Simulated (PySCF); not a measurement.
# CH10Si4: the cost of one run

Programs: PySCF 2.14.0, with density-fitted response routines of our own. Each step states its level of theory. These are calculated values for one molecule, in the gas phase or a continuum, unless marked as measured. Atoms are numbered from 0 throughout.

### Step 1. The starting structure

15 atoms, charge 0, multiplicity 1; geometry from: GFN2-xTB. The atoms were then displaced at random by about 0.01 Å, so the start is not that level's minimum.

Bonds of the start (Å): C0–Si1 1.92, Si1–Si2 2.38, Si2–Si3 2.33, Si3–Si4 2.32, Si4–Si1 2.36, C0–H5 1.05, C0–H6 1.10, C0–H7 1.10, Si1–H8 1.50, Si2–H9 1.48, Si2–H10 1.46, Si3–H11 1.47, Si3–H12 1.52, Si4–H13 1.49, Si4–H14 1.46.

### Step 2. Relaxing the molecule at PBE0-D3(BJ)/def2-SVP

The job: settings as JSON, then the geometry in Å.

```
{"job": {"xc": "PBE0", "basis": "def2-SVP", "d3": "d3bj", "grid": 1, "shake": 0.01, "kind": "geom"}, "charge": 0, "multiplicity": 1}
C      2.308000    -0.557620    -0.571090
Si     0.893770    -0.231550     0.692760
Si    -1.081570    -1.473680     0.234100
Si    -2.172780     0.532820    -0.234980
Si    -0.290070     1.776950     0.299790
H      2.698220    -1.527420    -0.490160
H      1.920220    -0.424410    -1.588060
H      3.120590     0.177840    -0.457150
H      1.549380    -0.405500     2.026550
H     -1.605680    -2.253890     1.373830
H     -1.003410    -2.470420    -0.827470
H     -2.698440     0.678490    -1.599850
H     -3.433630     0.808950     0.563110
H     -0.447010     2.680240     1.474850
H      0.227050     2.671810    -0.730820
```

Command:

```bash
$ OMP_NUM_THREADS=1 python probes_run.py task.json out
```

One launch serves the whole session: the jobs run in the order shown.

**Question.** How long does this first job take on 1 thread of Arm Neoverse N1, shared host, and how much memory does it need?

About 3.8 min, with a peak of 0.54 GiB.
